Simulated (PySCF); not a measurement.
# C17H29N: core binding energies

What do calculations give for the core binding energies of C17H29N?

Programs: PySCF 2.14.0, with routines of our own; each step states its level. All values are computed. Atoms count from 0.

## (1) The starting structure

47 atoms, charge 0, multiplicity 1; geometry from: GFN2-xTB.

## (2) Core binding energies: delta-SCF UKS SCAN, pcX-2 on the ionised atom, pcseg-1

Job settings and geometry (Å):

```
{"job": {"kind": "xps", "atoms": [2, 7]}, "charge": 0, "multiplicity": 1}
C     -3.296406     0.445611     1.740756
C     -3.064149     0.347666     0.218406
C     -3.000192     1.732711    -0.412472
C     -3.265498     1.885886     2.246976
C      3.164294    -0.416367    -0.326886
C      3.111577    -0.352651    -1.866318
C      3.009633    -1.737908    -2.496393
N      0.697478    -0.402466    -0.129741
C      1.942756    -2.531588    -0.326308
C      1.860604    -2.517785    -1.865664
C     -1.775819    -0.414787    -0.112313
C      1.929406     0.252127     0.285602
C      3.219872    -1.858654     0.159599
C     -0.500473     0.289311     0.372996
C      0.746493    -1.796412     0.286397
C     -0.528206     1.746030    -0.111677
C     -2.033784     2.633056     1.740981
C     -1.832752     2.480573     0.218659
H     -4.259920     0.003152     2.001101
H     -2.531622    -0.130686     2.263368
H     -3.892898    -0.210742    -0.231658
H     -2.837986     1.639195    -1.488063
H     -3.936050     2.273223    -0.267507
H     -4.168350     2.407410     1.924360
H     -3.267340     1.886734     3.339445
H      4.042495     0.127715     0.036861
H      3.995901     0.157160    -2.253502
H      2.233397     0.222806    -2.161170
H      2.838307    -1.638990    -3.570174
H      3.948391    -2.280338    -2.370167
H      1.910922    -3.564176     0.037289
H      0.923497    -2.044222    -2.160180
H      1.860189    -3.538436    -2.252983
H     -1.700567    -0.539870    -1.194781
H     -1.860860    -1.403594     0.339360
H      2.026536     0.249297     1.389513
H      1.916209     1.288308    -0.048565
H      4.107414    -2.371298    -0.209667
H      3.257214    -1.879881     1.251578
H     -0.486469     0.281126     1.479959
H     -0.157538    -2.303326    -0.047345
H      0.798008    -1.878600     1.390365
H     -0.381222     1.743836    -1.193993
H      0.285553     2.313784     0.340455
H     -2.132964     3.688797     2.000676
H     -1.152135     2.259551     2.263837
H     -1.763101     3.477453    -0.231518
```

Method: delta-SCF UKS SCAN, pcX-2 on the ionised atom, pcseg-1 elsewhere, spin-free X2C (atomic blocks).

Run with:

```console
> OMP_NUM_THREADS=1 python large_run.py task.json out
```

One launch serves the whole session: the jobs run in the order shown.

Output:

```text
ground state, core basis on atom 2 (C), 428 functions
  cycle   1  E = -719.59533292  |g| = 8.59e-01
  cycle   2  E = -719.35613634  |g| = 1.29e+00
  cycle   3  E = -719.80179977  |g| = 1.54e-01
  cycle   4  E = -719.80674996  |g| = 5.04e-02
  cycle   5  E = -719.80717590  |g| = 2.76e-02
  cycle   6  E = -719.80733854  |g| = 6.43e-03
  cycle   7  E = -719.80734858  |g| = 1.90e-03
  cycle   8  E = -719.80734913  |g| = 5.09e-04
  cycle   9  E = -719.80734891  |g| = 1.73e-04
  E(ground) = -719.85926283 Eh
hole in C 1s of atom 2
  cycle   1  E = -708.57919116  |g| = 1.52e+00
  cycle   2  E = -704.12451240  |g| = 2.87e+00
  cycle   3  E = -708.80127899  |g| = 8.11e-01
  cycle   4  E = -709.05487847  |g| = 4.65e-01
  cycle   5  E = -709.14804170  |g| = 1.35e-01
  cycle   6  E = -709.15549474  |g| = 4.80e-02
  cycle   7  E = -709.15660825  |g| = 1.25e-02
  cycle   8  E = -709.15667870  |g| = 5.40e-03
  cycle   9  E = -709.15669580  |g| = 2.02e-03
  E(ion) = -709.20697682 Eh   <S^2> = 0.7679   hole on atom = 1.000   binding energy = 289.863 eV
ground state, core basis on atom 7 (N), 428 functions
  cycle   1  E = -719.81808134  |g| = 7.42e-02
  cycle   2  E = -719.81805341  |g| = 2.32e-02
  cycle   3  E = -719.81803618  |g| = 2.49e-02
  cycle   4  E = -719.81817452  |g| = 3.65e-03
  cycle   5  E = -719.81817711  |g| = 9.74e-04
  cycle   6  E = -719.81817817  |g| = 1.37e-04
  E(ground) = -719.86889323 Eh
hole in N 1s of atom 7
  cycle   1  E = -704.24555732  |g| = 1.88e+00
  cycle   2  E = -702.77486276  |g| = 2.55e+00
  cycle   3  E = -704.85752289  |g| = 5.25e-01
  cycle   4  E = -704.94223909  |g| = 2.57e-01
  cycle   5  E = -704.97339806  |g| = 8.39e-02
  cycle   6  E = -704.97631133  |g| = 1.33e-02
  cycle   7  E = -704.97638564  |g| = 6.54e-03
  cycle   8  E = -704.97640584  |g| = 2.23e-03
  cycle   9  E = -704.97640963  |g| = 9.35e-04
  E(ion) = -705.02542835 Eh   <S^2> = 0.7667   hole on atom = 1.000   binding energy = 403.911 eV
```

Wall time 4.2 min (1 thread of Arm Neoverse V2, shared host); peak memory 0.73 GiB.

Binding energies by hole, beside the orbital energy of the ground state; the difference holds orbital relaxation and, for a density functional, its self-interaction error:

| hole | stands for | environment | ΔSCF (eV) | −ε (eV) | ⟨S²⟩ |
| --- | --- | --- | --- | --- | --- |
| C1s on C2 | C2 | carbon bonded to 2 C, 2 H | 289.86 | 273.2 | 0.768 |
| N1s on N7 | N7 | nitrogen bonded to 3 C | 403.91 | 385.6 | 0.767 |

## (3) Results

```
                                                     quantity         value
C1s binding energies, SCAN/pcX-2 (standing for 1 of 17 atoms)  C2 289.86 eV
                             N1s binding energies, SCAN/pcX-2  N7 403.91 eV
```

In words: The values above hold for this geometry and these levels alone.
